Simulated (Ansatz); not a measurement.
# ScIn3: the cost of one run

Computed with Ansatz 0.2.0 (DFT PBEsol, scalar-relativistic, unless a step's input says otherwise).

## (1) The structure to begin with

Symmetry: Pm-3m, No. 221, cubic system. Conventional cell: a = 4.460 Å, b = 4.460 Å, c = 4.460 Å, α = 90.00°, β = 90.00°, γ = 90.00°. Sc (site symmetry m-3m) has 12 In at 3.15 Å as nearest neighbours. In (site symmetry 4/mmm) has 4 Sc at 3.15 Å and 8 In at 3.15 Å as nearest neighbours.

Coordinates:

```
Sc In
1.0
     4.46000    0.00000    0.00000
     0.00000    4.46000    0.00000
     0.00000    0.00000    4.46000
Sc In
1 3
Direct
  0.00000 0.00000 0.00000
  0.00000 0.50000 0.50000
  0.50000 0.00000 0.50000
  0.50000 0.50000 0.00000
```

Atoms are numbered in the order of the input: Sc1, In2, In3, In4.

## (2) The deformed structure

Space group Pm-3m before, P4/mmm after.

## (3) LAPW, all electrons

Input file input.yaml:

```yaml
crystal:
  lattice:
    - [4.46, 0.0, 0.0]
    - [0.0, 4.46, 0.0]
    - [0.0, 0.0, 4.3708]
  atoms:
    - { symbol: Sc, position: [0.0, 0.0, 0.0] }
    - { symbol: In, position: [0.0, 0.5, 0.5] }
    - { symbol: In, position: [0.5, 0.0, 0.5] }
    - { symbol: In, position: [0.5, 0.5, 0.0] }
kpoints:
  mp_grid: { grid: [8, 8, 8] }
  band_path:
    path:
      - [0.0, 0.0, 0.0]
      - [0.0, 0.5, 0.0]
      - [0.5, 0.5, 0.0]
      - [0.0, 0.0, 0.0]
      - [0.0, 0.0, 0.5]
      - [0.0, 0.5, 0.5]
      - [0.5, 0.5, 0.5]
      - [0.0, 0.0, 0.5]
      - [0.0, 0.5, 0.0]
    npoints: 5
scf:
  occupations: { method: fermi_dirac, width: 0.08 }
hamiltonian:
  xc: pbesol
  pseudopotentials: { kind: all_electron, lapw: { basis_error: 0.001 } }
output:
  forces: true
  stress: true
  eigenvalues: true
```

On the command line:

```sh
$ ansatz run input.yaml --threads 1 --pin off --max-ram 4096MiB --backend cpu --events-out ev --progress --plain --runs-dir out
```

What time and memory should one allow on 1 thread of Intel Xeon Platinum 8488C (Sapphire Rapids), shared host?

About 56 s, with a peak of 0.7 GiB.
